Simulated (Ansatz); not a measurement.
# AlF2HS: atomisation energy, by script

How much energy holds AlF2HS together? Wanted for AlF2HS: an atomisation energy. SMILES: [F][Al]([F])[SH].

Computed with the Python package of Ansatz 0.2.0. Level of theory: B3LYP+D4/def2-SVPD.

## Step 1: The structure

Bond lengths: F1–Al2 1.813 Å, Al2–F3 1.789 Å, Al2–S4 2.216 Å, S4–H5 1.360 Å. Angles: F1–Al2–F3 118.8°, F1–Al2–S4 122.2°, F3–Al2–S4 119.0°, Al2–S4–H5 95.9°.

No structure file is read: the coordinates are typed or built in the script.

## Step 2: Script

The input, tae_alf2hs.py:

```python
from collections import Counter

import ansatz as az


def total_energy(molecule, charge=0, unpaired=0):
    calc = (
        molecule.calculation()
        .basis(gaussian="def2-SVPD")
        .functional("B3LYP", dispersion="d4")
    )
    if charge:
        calc = calc.charge(charge)
    if unpaired:
        calc = calc.spin("collinear", total=unpaired)
    return calc.run(threads=1).report["free_energy_ev"]

mol = (
    az.Crystal.molecule()
    .atom("F", (0.791, 0.1609, 2.0148))
    .atom("Al", (0.236, -0.4247, 0.3908))
    .atom("F", (1.0878, -1.8046, -0.3646))
    .atom("S", (-1.4217, 0.5483, -0.711))
    .atom("H", (-0.6432, 1.4464, -1.3714))
)

unpaired = {"F": 1, "Al": 1, "S": 2, "H": 1}
counts = Counter(site.symbol for site in mol.cartesian_sites)
atom_energy = {s: total_energy(az.Crystal.molecule().atom(s, (0, 0, 0)), 0, unpaired[s]) for s in counts}
whole = total_energy(mol, 0, 0)
for s, e in atom_energy.items():
    print(f"{s:2s} x{counts[s]}  {e:14.5f} eV")
print(f"AlF2HS: {whole:.5f} eV")
split = sum(counts[s] * e for s, e in atom_energy.items()) - whole
print(f"atomisation energy (no zero-point term): {23.060548 * split:.1f} kcal/mol, {split / sum(counts.values()):.3f} eV an atom")
```

## Step 3: What the engine is handed

The engine receives this input (first run):

```yaml
crystal:
  periodic: [false, false, false]
  atoms:
    - { symbol: F, position_ang: [0.0, 0.0, 0.0] }
basis:
  gaussian:
    orbitals: def2-SVPD
hamiltonian:
  xc: b3lyp
  dispersion: d4
magnetization:
  spin_polarized: true
  initial_magnetization: 1.0
```

## Step 4: Launch

Launch:

```console
$ python tae_alf2hs.py
```

Standard output:

```text
F  x2     -2711.69859 eV
Al x1     -6593.38314 eV
S  x1    -10830.18563 eV
H  x1       -13.63995 eV
AlF2HS: -22879.06103 eV
atomisation energy (no zero-point term): 425.6 kcal/mol, 3.691 eV an atom
```

Run time: 3.3 s. Hardware: 1 thread of Intel Xeon Platinum 8488C (Sapphire Rapids), shared host; peak memory 0.27 GiB.

## Step 5: Inputs of later runs

The engine's inputs for some of the other runs:

Run 2, against run 1:

```diff
@@ -4 +4 @@
-    - { symbol: F, position_ang: [0.0, 0.0, 0.0] }
+    - { symbol: Al, position_ang: [0.0, 0.0, 0.0] }
```

Run 3, against run 1:

```diff
@@ -4 +4 @@
-    - { symbol: F, position_ang: [0.0, 0.0, 0.0] }
+    - { symbol: S, position_ang: [0.0, 0.0, 0.0] }
@@ -13 +13 @@
-  initial_magnetization: 1.0
+  initial_magnetization: 2.0
```

Run 4, against run 1:

```diff
@@ -4 +4 @@
-    - { symbol: F, position_ang: [0.0, 0.0, 0.0] }
+    - { symbol: H, position_ang: [0.0, 0.0, 0.0] }
```

## Step 6: Run by run

From the records of these 5 runs:

```tsv
run	system	unpaired or total moment	energy (eV)	<S²>	SCF cycles	CPU time (s)
1	F	1	-2711.6986	0.75	11	0.11
2	Al	1	-6593.3831	0.75	40	0.53
3	S	2	-10830.1856	2.00	13	0.21
4	H	1	-13.6399	0.75	7	0.03
5	AlF2HS	not set	-22879.0610	0.00	15	2
```

Totals carry meaning only in balanced differences at one level of theory.

## Step 7: Summary of results

```
                         quantity           value
atomisation energy, no zero point  425.6 kcal/mol
                    runs compared               5
```

What this shows: Zero-point motion and spin-orbit terms of the atoms are left out, and both would lower it. 425.6 kcal/mol from the electronic energies, without the zero-point term. What to keep in mind:
- The geometry is a force-field or estimated start, not a minimum of this method, and the basis set is short of its limit. All parts are taken at fixed geometry, without zero-point energy.
- b3lyp holds the VWN-RPA fit, as in Gaussian; the form of ORCA and Turbomole is b3lyp5.
